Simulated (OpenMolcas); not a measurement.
# Mo⁵⁺ among point charges: CASSCF and CASPT2 levels and susceptibility

How does a field of 6 point charges split the states of Mo⁵⁺, and what χT follows?

Method: state-averaged CASSCF and CASPT2, spin-orbit coupling by RASSI with atomic mean-field integrals. Code: OpenMolcas 26.06.

### Step 1. The system

- Species: Mo⁵⁺ (molybdenum, Z = 42, 37 electrons)
- Basis: ANO-RCC-VDZP [6s5p3d1f], 43 functions
- Scalar Hamiltonian: DKH2, point nucleus
- Inactive shells: 1s 2s 2p 3s 3p 3d 4s 4p
- Active space: 1 electron in 5 orbitals (4d)
- Some configurations of this space: 4d
- Orbitals: optimised for each spin and parity, averaged over all roots

The outer shells:

4d
```
4d [↑ ][  ][  ][  ][  ]
```

The ion sits among 6 point charges of -0.85 e arranged as an octahedron (Oh), 1.78 Å from the ion.

Each step is its own input file, run in one work folder so that later steps find the files of earlier ones. Labels, J, g values, rates, χT and fits are worked out afterwards by a script from the matrices that RASSI stores. The input lists half of the charges; inversion (Group=XYZ) makes the rest.

### Step 2. Basis and integrals

Input file a.inp:

```
&GATEWAY
Coord
1

Mo 0.0 0.0 0.0
Basis=ANO-RCC-VDZP
Group=XYZ
NoMove
AngMom=0.0 0.0 0.0
AMFI
XField
3 Angstrom 0
1.780000 0.000000 0.000000 -0.850000
0.000000 1.780000 0.000000 -0.850000
0.000000 0.000000 1.780000 -0.850000
&SEWARD
```

Command:

```bash
$ OMP_NUM_THREADS=1 MOLCAS_MEM=1689 MOLCAS_PROJECT=a pymolcas a.inp > a.log
```

### Step 3. Reference wave functions, doublets of even parity, 5 roots

Input file a.inp:

```
&RASSCF
FileOrb=start.orb
Symmetry=1
Spin=2
nActEl=1 0 0
Inactive=9 9
Ras2=5 0
CIRoot=5 5 1
SDav=5
CIMx=300
Iter=120 100
PrWF=0.3
OrbListing=Nothing
MaxOrb=0
>>> COPY $Project.JobIph JOB001
```

start.orb holds the contracted functions of the basis, ordered by shell, or the orbitals of the step before.

### Step 4. RASSI: spin-orbit coupling between the states

Input file a.inp:

```
&RASSI
NrOfJobIphs=1 5
1 2 3 4 5
IphNames
JOB001
EJob
SpinOrbit
DIPRint=1.0
SOCoupling=1000.0
Subsets=2
Property=9
'ANGMOM' 1 'ANGMOM' 2 'ANGMOM' 3 'MLTPL  1' 1 'MLTPL  1' 2 'MLTPL  1' 3
'AMFI' 1 'AMFI' 2 'AMFI' 3
SOProperty=3
'ANGMOM' 1 'ANGMOM' 2 'ANGMOM' 3
```

### Step 5. CASPT2: IPEA 0.25, imaginary shift 0.1 (closed shells correlated: 4s 4p)

Input file a.inp:

```
>>> COPY JOB001 $Project.JobIph
&CASPT2
Multistate=5 1 2 3 4 5
NoMult
Frozen=8 6
IPEA=0.25
Imaginary=0.1
MaxIter=60
WThr=0.0 0.3 0.05
PrWF=0.5
NoMix
```

(Steps that only read results are left out.)

What does the calculation give? Wanted: spin-free ground state; first state of the same spin within the active space; lowest level; next level.

As calculated:

| quantity | value |
| --- | --- |
| method | SS-CASPT2, IPEA 0.25, imaginary shift 0.1 (closed shells correlated: 4s 4p) |
| spin-free ground state | 2T2, 3-fold in its orbital part |
| first state of the same spin within the active space | 2E at 6990 cm⁻¹ |
| lowest level | 4-fold Γ8 |
| next level | 1699.3 cm⁻¹ |
| χT at 300 K | 0.13 cm³ K/mol |
| effective moment at 300 K | 1.03 μB |

Cost by method:

| method | time of its own steps | time with the reference |
| --- | --- | --- |
| A. CASSCF | 1.6 s | 1.6 s |
| B. SS-CASPT2, IPEA 0.25, imaginary shift 0.1, +4s 4p | 0.52 s | 2.1 s |

Times are of one thread on a shared host.

The spin-free ground state (2T2) comes to 100 % from free-ion D terms and keeps the highest spin of the shell. χT at 300 K is 0.13, against 0.38 cm³ K/mol for the spin alone, so orbital moment lowers it. A ligand-field fit to the states below 45000 cm-1 gives 10Dq = 6987 cm-1, the gap between the two states. CASPT2 does not keep the components of a term degenerate, and the means are used. The field of point charges can differ much from that of real complexes. This is an electrostatic model: the charges have no orbitals.
